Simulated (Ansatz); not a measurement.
Write a Python script for Ansatz 0.2.0, Python API that makes a breakdown of dispersion, smearing and cutoff terms of ZnAsPt₅, space group P4/mmm. Level of theory (first run): PBEsol, PAW, cutoff 340 eV, 6×6×3 k-points, Methfessel-Paxton smearing of 0.05 eV, D3BJATM dispersion.

```
Zn As Pt
1.0
     3.92566    0.00000    0.00000
     0.00000    3.92566    0.00000
     0.00000    0.00000    7.13713
Zn As Pt
1 1 5
Direct
  0.50000 0.50000 0.00000
  0.00000 0.00000 0.50000
  0.00000 0.50000 0.27513
  0.00000 0.50000 0.72487
  0.50000 0.00000 0.27513
  0.50000 0.00000 0.72487
  0.00000 0.00000 0.00000
```

Script `znaspt5.py`:
```python
"""Dispersion, smearing and cutoff parts of the energy of ZnAsPt5."""

import warnings

import ansatz as az

warnings.simplefilter("ignore", az.DeckWarning)

znaspt5 = (
    az.Lattice.from_parameters(3.9256593, 3.9256593, 7.13713388, alpha=90, beta=90, gamma=90)
    .space_group(123, hermann_mauguin="P4/mmm")
    .atom("Zn", [0.5, 0.5, 0.0])
    .atom("As", [0.0, 0.0, 0.5])
    .atom("Pt", [0.0, 0.5, 0.27513047])
    .atom("Pt", [0.0, 0.0, 0.0])
)

model = znaspt5.calculation()
model = model.kpoints(6, 6, 3).occupations("methfessel_paxton", width=0.05)
with_term = model.functional("pbesol", dispersion="d3bjatm").basis(340).cutoff_correction(590).run().report
without = model.functional("pbesol").basis(340).run().report
finer = model.functional("pbesol").basis(590).run().report
removed = az.free_energy_without(with_term, az.EnergyTerm.DISPERSION)
print(f"dispersion term            {with_term['components']['e_disp']:.5f} eV")
print(f"F less dispersion          {removed:.5f} eV, run without it {without['free_energy_ev']:.5f} eV")
print(f"F less smearing term       {az.free_energy_without(without, az.EnergyTerm.SMEARING):.5f} eV")
print(f"estimated gain to 590 eV   {with_term['cutoff_correction']['energy_ev']:.5f} eV, found {finer['free_energy_ev'] - without['free_energy_ev']:.5f} eV")
```

Output of `python znaspt5.py`:
```text
dispersion term            -3.79904 eV
F less dispersion          -70015.03259 eV, run without it -70015.03259 eV
F less smearing term       -70015.03251 eV
estimated gain to 590 eV   -0.10212 eV, found -0.10221 eV
```

Notes:
- Total energies depend on the potentials; only differences at equal settings carry meaning. A total without «per atom» is that of the whole cell that was run.
- The cutoff lies under the one recommended for these potentials in some of the runs.
- Dispersion corrections can be off by several per cent in the lattices of metals, and by several GPa in the pressure at a fixed cell.
- The mesh is modest for a metal, so energies can be off by several to tens of meV an atom and pressures by half a GPa or more; differences at equal mesh fare better.
- Spin-orbit coupling, which matters for elements this heavy, is left out.
- This cell is a computed structure, which may not be the phase found in nature.
- The script silences the warnings on its input, which a real study should read.
- It ran for 22 s on 1 thread of Arm Neoverse V2, on a shared host, peak memory 0.58 GiB.
